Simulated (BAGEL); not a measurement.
**AlH2ClO (SMILES [OH][AlH][Cl]): HF/aug-cc-pVDZ (density fitting with qzvpp-jkfit)**

What is the electronic atomisation energy of AlH2ClO at HF/aug-cc-pVDZ (density fitting with qzvpp-jkfit)? 

The calculation is run with BAGEL 1.2.2.

17 further runs of the same task are left out: 4 that didn't finish, 13 set aside as unsound or not needed.

## (1) The system as given

AlH2ClO has 5 atoms, charge 0, and is taken as a singlet. SMILES: `[OH][AlH][Cl]`. The shape is that of a PBE0-D4/def2-TZVP optimisation. This is one conformer, not always the lowest.

Bond lengths: O1–Al2 1.684 Å, Al2–Cl3 2.096 Å, O1–H4 0.956 Å, Al2–H5 1.563 Å. Angles: O1–Al2–Cl3 119.8°, O1–Al2–H5 119.3°, Cl3–Al2–H5 120.9°, Al2–O1–H4 124.3°.

## (2) A single-point energy at HF/aug-cc-pVDZ (density fitting with qzvpp-jkfit)

job.json reads:

```json
{ "bagel": [

{
  "title": "molecule",
  "basis": "aug-cc-pvdz.json",
  "df_basis": "qzvpp-jkfit",
  "angstrom": "true",
  "geometry": [
    { "atom": "O", "xyz": [   -1.110100,    0.370900,   -0.514400 ] },
    { "atom": "Al", "xyz": [    0.431000,    0.184900,    0.137500 ] },
    { "atom": "Cl", "xyz": [    1.114900,   -1.725400,    0.662800 ] },
    { "atom": "H", "xyz": [   -1.719500,   -0.349100,   -0.669500 ] },
    { "atom": "H", "xyz": [    1.333500,    1.445000,    0.342200 ] }
  ]
},
{ "title": "hf" },
{ "title": "print", "file": "orbitals.molden", "orbitals": "true" }

]}
```

The basis set aug-cc-pVDZ is read from a file made from the Basis Set Exchange's data (not shown).

Run with:

```
$ BAGEL_NUM_THREADS=1 BAGEL job.json > job.out
```

Standard output:

```text
* using 1 threads per process

  ===============================================================
  ===============================================================

  *** Geometry ***

  { "atom" : "O", "xyz" : [     -2.097785,      0.700899,     -0.972075 ] },
  { "atom" : "Al", "xyz" : [      0.814472,      0.349410,      0.259837 ] },
  { "atom" : "Cl", "xyz" : [      2.106856,     -3.260533,      1.252510 ] },
  { "atom" : "H", "xyz" : [     -3.249384,     -0.659703,     -1.265172 ] },
  { "atom" : "H", "xyz" : [      2.519950,      2.730654,      0.646664 ] },

  Number of auxiliary basis functions:      369

  Since a DF basis is specified, we compute 2- and 3-index integrals:
    o Being stored without compression. Storage requirement is 0.027 GB

  Number of basis functions:       95
  Number of electrons      :       40

    * METHOD: MOLECULE                             0.15

  *** RHF ***

  === Nuclear Repulsion ===
   129.3015907697

      * DIIS with orbital gradients will be used.

  === RHF iteration (aug-cc-pvdz.json) ===
      0       -777.28926554          0.02054744           0.05
      1       -777.45975301          0.01699104           0.05
      2       -777.58994812          0.00177618           0.05
[... 9 lines of this table left out ...]
     12       -777.59205682          0.00000001           0.05
    * SCF iteration converged.

    * Permanent dipole moment:
           (    0.241483,     0.008851,     0.096919) a.u.

    * METHOD: HF                                   0.72

    * METHOD: PRINT                                0.02

  ===============================================================
```

It took 1 s on 1 thread of Arm Neoverse V1, shared host; peak memory 0.1 GiB.

## (3) The Al atom at the same level

input.json reads:

```json
{ "bagel" : [

{
  "title" : "molecule",
  "basis" : "aug-cc-pvdz.json",
  "df_basis" : "qzvpp-jkfit",
  "angstrom" : true,
  "geometry" : [
    { "atom" : "Al", "xyz" : [    0.000000,    0.000000,    0.000000 ] }
  ]
},
{
  "title" : "uhf",
  "nopen" : 1
},
{
  "title" : "print",
  "file" : "orbitals.molden",
  "orbitals" : true
}

]}
```

The basis set aug-cc-pVDZ is read from a file made from the Basis Set Exchange's data (not shown).

Run with:

```
$ BAGEL_NUM_THREADS=1 BAGEL input.json > input.out
```

Standard output:

```text
* using 1 threads per process

  ===============================================================
  ===============================================================

  *** Geometry ***

  { "atom" : "Al", "xyz" : [      0.000000,      0.000000,      0.000000 ] },

  Number of auxiliary basis functions:      128

  Since a DF basis is specified, we compute 2- and 3-index integrals:
    o Being stored without compression. Storage requirement is 0.001 GB

  Number of basis functions:       27
  Number of electrons      :       13

    * METHOD: MOLECULE                             0.02

  *** Open-shell HF ***

  === Nuclear Repulsion ===
     0.0000000000

      * DIIS with orbital gradients will be used.

  === UHF iteration (aug-cc-pvdz.json) ===
      0       -241.86265298          0.00501997           0.00
      1       -241.87146338          0.00203618           0.00
      2       -241.87341707          0.00100007           0.00
      3       -241.87413784          0.00014757           0.00
      4       -241.87415764          0.00002498           0.00
      5       -241.87415860          0.00000590           0.00
      6       -241.87415868          0.00000143           0.00
      7       -241.87415869          0.00000016           0.00
      8       -241.87415869          0.00000003           0.00
      9       -241.87415869          0.00000000           0.00
    * SCF iteration converged.

    * S^2 (UHF) is 0.7683

    * Permanent dipole moment:
           (    0.000000,     0.000000,     0.000000) a.u.

    * METHOD: UHF                                  0.04

    * METHOD: PRINT                                0.00

  ===============================================================
```

Wall time 0.18 s (1 thread of Arm Neoverse V1, shared host).

## (4) The Cl atom at the same level

hf.json reads:

```json
{ "bagel" : [

{
  "title" : "molecule",
  "basis" : "aug-cc-pvdz.json",
  "df_basis" : "qzvpp-jkfit",
  "angstrom" : true,
  "geometry" : [
    { "atom" : "Cl", "xyz" : [       0.000000,       0.000000,       0.000000 ] }
  ]
},

{
  "title" : "uhf",
  "nopen" : 1
},

{
  "title" : "print",
  "file" : "orbitals.molden",
  "orbitals" : true
}

]}
```

The basis set aug-cc-pVDZ is read from a file made from the Basis Set Exchange's data (not shown).

Run with:

```
$ BAGEL_NUM_THREADS=1 BAGEL hf.json > hf.out
```

Standard output:

```text
* using 1 threads per process

  ===============================================================
  ===============================================================

  *** Geometry ***

  { "atom" : "Cl", "xyz" : [      0.000000,      0.000000,      0.000000 ] },

  Number of auxiliary basis functions:      128

  Since a DF basis is specified, we compute 2- and 3-index integrals:
    o Being stored without compression. Storage requirement is 0.001 GB

  Number of basis functions:       27
  Number of electrons      :       17

    * METHOD: MOLECULE                             0.02

  *** Open-shell HF ***

  === Nuclear Repulsion ===
     0.0000000000

      * DIIS with orbital gradients will be used.

  === UHF iteration (aug-cc-pvdz.json) ===
      0       -459.45669795          0.01072797           0.00
      1       -459.47163813          0.00305503           0.00
      2       -459.47266746          0.00063473           0.00
      3       -459.47276500          0.00020401           0.00
      4       -459.47277697          0.00003770           0.00
      5       -459.47277745          0.00000227           0.00
      6       -459.47277746          0.00000021           0.00
      7       -459.47277746          0.00000009           0.00
      8       -459.47277746          0.00000003           0.00
      9       -459.47277746          0.00000001           0.00
    * SCF iteration converged.

    * S^2 (UHF) is 0.7572

    * Permanent dipole moment:
           (   -0.000000,    -0.000000,    -0.000000) a.u.

    * METHOD: UHF                                  0.05

    * METHOD: PRINT                                0.00

  ===============================================================
```

Wall time 0.18 s (1 thread of Arm Neoverse V1, shared host).

## (5) The H atom at the same level

input.json reads:

```json
{ "bagel" : [

{
  "title" : "molecule",
  "basis" : "aug-cc-pvdz.json",
  "df_basis" : "qzvpp-jkfit",
  "angstrom" : true,
  "geometry" : [
    { "atom" : "H", "xyz" : [    0.000000,    0.000000,    0.000000 ] }
  ]
},
{ "title" : "uhf", "nopen" : 1 },
{ "title" : "print", "file" : "orbitals.molden", "orbitals" : true }

]}
```

The basis set aug-cc-pVDZ is read from a file made from the Basis Set Exchange's data (not shown).

Run the same way, it converges to -0.49933 Eh (log not shown).

## (6) The O atom, same level

calc.json reads:

```json
{ "bagel": [

{
  "title": "molecule",
  "basis": "aug-cc-pvdz.json",
  "df_basis": "qzvpp-jkfit",
  "angstrom": "true",
  "geometry": [
    { "atom": "O", "xyz": [    0.000000,    0.000000,    0.000000 ] }
  ]
},
{
  "title": "uhf",
  "nopen": 2
},
{
  "title": "print",
  "file": "orbitals.molden",
  "orbitals": "true"
}

]}
```

The basis set aug-cc-pVDZ is read from a file made from the Basis Set Exchange's data (not shown).

Run with:

```
$ BAGEL_NUM_THREADS=1 BAGEL calc.json > calc.out
```

Standard output:

```text
* using 1 threads per process

  ===============================================================
  ===============================================================

  *** Geometry ***

  { "atom" : "O", "xyz" : [      0.000000,      0.000000,      0.000000 ] },

  Number of auxiliary basis functions:       77

  Since a DF basis is specified, we compute 2- and 3-index integrals:
    o Being stored without compression. Storage requirement is 0.000 GB

  Number of basis functions:       23
  Number of electrons      :        8

    * METHOD: MOLECULE                             0.01

  *** Open-shell HF ***

  === Nuclear Repulsion ===
     0.0000000000

      * DIIS with orbital gradients will be used.

  === UHF iteration (aug-cc-pvdz.json) ===
      0        -74.77975660          0.01374864           0.00
      1        -74.79440293          0.00433096           0.00
      2        -74.79615323          0.00159765           0.00
      3        -74.79655060          0.00032610           0.00
      4        -74.79658566          0.00005188           0.00
      5        -74.79658750          0.00000579           0.00
      6        -74.79658783          0.00000190           0.00
      7        -74.79658787          0.00000080           0.00
      8        -74.79658788          0.00000008           0.00
      9        -74.79658788          0.00000001           0.00
    * SCF iteration converged.

    * S^2 (UHF) is 2.0084

    * Permanent dipole moment:
           (    0.000000,    -0.000000,    -0.000000) a.u.

    * METHOD: UHF                                  0.03

    * METHOD: PRINT                                0.00

  ===============================================================
```

Wall time 0.16 s (1 thread of Arm Neoverse V1, shared host).

## (7) Summary of results

At HF/aug-cc-pVDZ (density fitting with qzvpp-jkfit):

```
                     quantity          value
       molecule: total energy  -777.59206 Eh
      molecule: dipole moment         0.66 D
        molecule: HOMO energy      -12.47 eV
        molecule: LUMO energy        0.80 eV
      molecule: HOMO–LUMO gap       13.26 eV
        Al atom: total energy  -241.87416 Eh
       Al atom: dipole moment         0.00 D
                Al atom: ⟨S²⟩          0.768
        Cl atom: total energy  -459.47278 Eh
       Cl atom: dipole moment         0.00 D
                Cl atom: ⟨S²⟩          0.757
         H atom: total energy    -0.49933 Eh
        H atom: dipole moment         0.00 D
                 H atom: ⟨S²⟩          0.750
         O atom: total energy   -74.79659 Eh
        O atom: dipole moment         0.00 D
                 O atom: ⟨S²⟩          2.008
electronic atomisation energy      12.241 eV
```

**Reading.** Taking the molecule apart into free atoms costs 12.24 eV (282 kcal/mol), before zero-point energy and without spin-orbit coupling. Hartree–Fock lacks the correlation of the bonding pairs, which as a rule makes this value much too low; in minimal bases other errors can mask that.
